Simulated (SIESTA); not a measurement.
The system is Ti2C.

```
Ti C
1.0
     1.54070    0.88952    4.81377
    -1.54070    0.88952    4.81377
     0.00000   -1.77905    4.81377
Ti C
2 1
Direct
  0.75450 0.75450 0.75450
  0.24550 0.24550 0.24550
  0.50000 0.50000 0.50000
```

The cell comes from a database or a generator and needn't be the stable form of this composition.

* Program: SIESTA 5.4.2
* Task: single point
* Functional: PBEsol
* Potentials or basis: PseudoDojo 0.4 standard (PBEsol files)
* Basis: DZP (energy shift 0.003 Ry; two zetas on semicore shells)
* Grid cutoff: 800 Ry
* Energy shift: 0.003 Ry
* k mesh: 10 × 10 × 10
* Occupations: fermi-dirac, width 0.05 eV
* Spin: no spin polarisation

On this cell: pressure -3.8 GPa; largest force 0.004 eV/Å; band gap on the k mesh none (metal or under the smearing width).

The same run follows on a disturbed copy (atoms moved at random, drawn with an rms of 0.05 Å):

```
CELL_PARAMETERS angstrom
1.54070 0.88952 4.81377
-1.54070 0.88952 4.81377
0.00000 -1.77905 4.81377
ATOMIC_POSITIONS crystal
Ti 0.75055 0.74641 0.76767
Ti 0.26102 0.24911 0.22801
C 0.50743 0.50299 0.49578
```

Question: What changes?

Answer: The energy (extrapolated to zero smearing) moves by +8.7 meV/atom; pressure -3.6 GPa; largest force 0.612 eV/Å; band gap on the k mesh none (metal or under the smearing width).

Forces in eV/Å, atoms in the order of the input:
```
Ti   0.030  0.598  0.127
Ti  -0.117 -0.462  0.139
C    0.087 -0.136 -0.266
```

Stress tensor (GPa, compression positive):
```
-5.30 -0.19 -0.56
-0.19 -2.49 -3.81
-0.56 -3.81 -3.04
```

Caveats: the basis of atomic orbitals isn't converged, which shifts pressures, moduli and gaps.
